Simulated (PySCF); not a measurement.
# F6Mn (MnF6): the cost of one run

Programs: PySCF 2.14.0, with routines of our own; each step states its level. All values are computed. Atoms count from 0.

### Step 1. The starting structure

7 atoms, charge 0, states of the metal's open shell are computed; geometry from: model geometry, bond lengths from ionic radii.

### Step 2. Ligand-field states: state-averaged CASSCF

The job: settings as JSON, then the geometry in Å.

```
{"job": {"kind": "lf", "basis": {"metal": "x2c-TZVPall", "ligand": "x2c-SVPall"}, "nevpt": true}, "charge": 0, "metal": "Mn", "open_shell": "d1"}
Mn     0.000000     0.000000     0.000000
F      0.000000     0.000000     1.675000
F      0.000000     0.000000    -1.675000
F      1.675000     0.000000     0.000000
F     -1.675000     0.000000     0.000000
F      0.000000     1.675000     0.000000
F     -0.000000    -1.675000     0.000000
```

Level: state-averaged CASSCF of the metal d shell, SC-NEVPT2 on the averaged canonical orbitals, state-interaction spin-orbit coupling.

Started as:

```bash
> OMP_NUM_THREADS=1 python lf_run.py task.json out
```

One launch serves the whole session: the jobs run in the order shown.

**Question.** How long does this first job take on 1 thread of Arm Neoverse V2, shared host, and how much memory does it need?

About 11 s, with a peak of 0.3 GiB.
